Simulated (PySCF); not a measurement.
# C₅H₇FO₂: vibronic structure

Computed with PySCF 2.14.0 and routines of our own; the level stands in each step. Atoms count from 0.

## 1. The starting structure

15 atoms, charge 0, multiplicity 1; geometry from: GFN2-xTB.

## 2. Vibronic structure: TDA CAM-B3LYP/def2-SVP

The job: settings as JSON, then the geometry in Å.

```
{"job": {"kind": "vib", "xc": "CAM-B3LYP", "basis": "def2-SVP", "tda": true}, "charge": 0, "multiplicity": 1}
C      1.460437    -1.335436    -0.553679
C      0.468868    -1.128897     0.292350
C     -0.509335     0.017706     0.175422
C     -1.443904    -0.202815    -1.016457
F     -2.512560     0.653468    -0.940950
C      0.271541     1.308069    -0.010081
O      0.761952     1.678857    -1.040520
O      0.387079     1.978640     1.137119
H      1.650333    -0.671612    -1.380073
H      2.129934    -2.170718    -0.442910
H      0.301590    -1.799011     1.123409
H     -1.102243     0.105445     1.088826
H     -1.849560    -1.219163    -1.014324
H     -0.926166     0.005032    -1.957352
H      0.907621     2.788424     1.011653
```

Method: TDA CAM-B3LYP/def2-SVP vertical-gradient vibronic structure (displaced harmonic oscillators, Condon), gas phase.

Run with:

```bash
$ OMP_NUM_THREADS=1 python excited_run.py task.json out
```

This one command runs all jobs of the session in turn.

**Question.** How long does this first job take on 1 thread of Intel Xeon 6975P-C, shared host, and how much memory does it need?

About 23 s, with a peak of 0.91 GiB.
